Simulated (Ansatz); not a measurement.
# K2HfSe3: the cost of one run

Computed with Ansatz 0.2.0 (DFT PBE, scalar-relativistic, plane waves, PAW, unless a step's input says otherwise).

### 1 Starting point

Symmetry: P-4m2, No. 115, tetragonal system. The conventional cell has a = 4.286 Å, b = 4.286 Å, c = 9.441 Å, α = 90.00°, β = 90.00°, γ = 90.00°. K (site symmetry 2mm) has 7 Se at 3.22 to 3.39 Å and 2 Hf at 3.28 Å as nearest neighbours. Around Hf (site symmetry -4m2) lie 4 Se at 3.03 Å and 4 K at 3.28 Å. Around Se (site symmetry -4m2) lie 4 Hf at 3.03 Å and 4 K at 3.28 Å. Se (site symmetry 2mm) is surrounded by 5 K at 3.22 to 3.39 Å.

As a file:

```
CELL_PARAMETERS angstrom
4.28553 0.00000 0.00000
0.00000 4.28553 0.00000
0.00000 0.00000 9.44110
ATOMIC_POSITIONS crystal
K 0.00000 0.50000 0.73761
K 0.50000 0.00000 0.26239
Hf 0.00000 0.00000 0.00000
Se 0.50000 0.50000 0.00000
Se 0.00000 0.50000 0.37863
Se 0.50000 0.00000 0.62137
```

A structure generator made this guess: species swapped into a database cell of Zr2CuSb3 (P-4m2, No. 115), with K on the Zr sites, Hf on the Cu sites and Se on the Sb sites. Its size is a rough estimate.

### 2 Probe: one point on a coarse mesh

Contents of input.yaml:

```yaml
crystal:
  lattice:
    - [4.2855269, 0.0, 0.0]
    - [0.0, 4.2855269, 0.0]
    - [0.0, 0.0, 9.44110361]
  atoms:
    - { symbol: K, position: [0.0, 0.5, 0.73761201] }
    - { symbol: K, position: [0.5, 0.0, 0.26238799] }
    - { symbol: Hf, position: [0.0, 0.0, 0.0] }
    - { symbol: Se, position: [0.5, 0.5, 0.0] }
    - { symbol: Se, position: [0.0, 0.5, 0.37862599] }
    - { symbol: Se, position: [0.5, 0.0, 0.62137401] }
basis:
  ecutwfc: 420
kpoints:
  mp_grid: { grid: [4, 4, 2] }
hamiltonian:
  xc: pbe
scf:
  occupations: { method: gaussian, width: 0.1 }
  lower_state_search: "off"
output:
  forces: true
  stress: true
  eigenvalues: true
```

Run with:

```console
$ ansatz run input.yaml --threads 1 --pin off --max-ram 2560MiB --backend cpu --events-out ev --progress --plain --runs-dir out
```

**Question.** How long does this run take on 1 thread of Arm Neoverse V1, shared host, and how much memory does it need?

About 11 s, with a peak of 0.41 GiB.
